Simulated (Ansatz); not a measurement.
# Ta2AlF3: the cost of one run

Program: Ansatz 0.2.0. Level of theory: DFT PBE, scalar-relativistic, plane waves, PAW. These are calculated values, not measurements.

1 further run of the same task is left out (it didn't finish).

### Step 1. The system as given

It takes space group R-3m (No. 166, trigonal). Conventional cell: a = 5.096 Å, b = 5.096 Å, c = 11.239 Å, α = 90.00°, β = 90.00°, γ = 120.00°. Around Ta (site symmetry 3m) lie 9 F at 2.74 to 2.93 Å and 4 Ta at 2.88 to 3.07 Å and 3 Al at 2.97 Å. Al (site symmetry -3m) has 6 F at 2.38 Å as nearest neighbours. F (site symmetry 2/m) is surrounded by 2 Al at 2.38 Å and 6 Ta at 2.74 to 2.93 Å.

As a file:

```cif
data_structure
_symmetry_space_group_name_H-M 'R-3m:H'
_symmetry_Int_Tables_number 166
_cell_length_a 5.0961
_cell_length_b 5.0961
_cell_length_c 11.2387
_cell_angle_alpha 90.000
_cell_angle_beta 90.000
_cell_angle_gamma 120.000
_cell_volume 252.77
loop_
_atom_site_label
_atom_site_type_symbol
_atom_site_symmetry_multiplicity
_atom_site_Wyckoff_symbol
_atom_site_fract_x
_atom_site_fract_y
_atom_site_fract_z
_atom_site_occupancy
Ta1 Ta 6 c 0.33333 0.66667 0.53872 1
Al1 Al 3 b 0.33333 0.66667 0.16667 1
F1 F 9 e 0.16667 0.33333 0.33333 1
```

The cell is invented: species swapped into a database cell of Ca2GePd3 (R-3m, No. 166), with Ta on the Ca sites, Al on the Ge sites and F on the Pd sites. The dimensions are guesses.

### Step 2. The guess as it stands, on a coarse mesh

Input file input.yaml:

```yaml
crystal:
  lattice:
    - [2.54806616, 1.47112668, 3.74621673]
    - [-2.54806616, 1.47112668, 3.74621673]
    - [0.0, -2.94225337, 3.74621673]
  atoms:
    - { symbol: Ta, position: [0.87205046, 0.87205046, 0.87205046] }
    - { symbol: Ta, position: [0.12794954, 0.12794954, 0.12794954] }
    - { symbol: Al, position: [0.5, 0.5, 0.5] }
    - { symbol: F, position: [0.5, 0.5, 0.0] }
    - { symbol: F, position: [0.0, 0.5, 0.5] }
    - { symbol: F, position: [0.5, 0.0, 0.5] }
basis:
  ecutwfc: 420
kpoints:
  mp_grid: { grid: [6, 6, 6] }
hamiltonian:
  xc: pbe
scf:
  occupations: { method: gaussian, width: 0.1 }
  lower_state_search: "off"
output:
  forces: true
  stress: true
  eigenvalues: true
```

Run with:

```bash
$ ansatz run input.yaml --threads 1 --pin off --max-ram 2560MiB --backend cpu --events-out ev --progress --plain --runs-dir out
```

**Question.** How long does this run take on 1 thread of Intel Xeon at 2.70GHz, shared host, and how much memory does it need?

About 6.1 s, with a peak of 0.4 GiB.
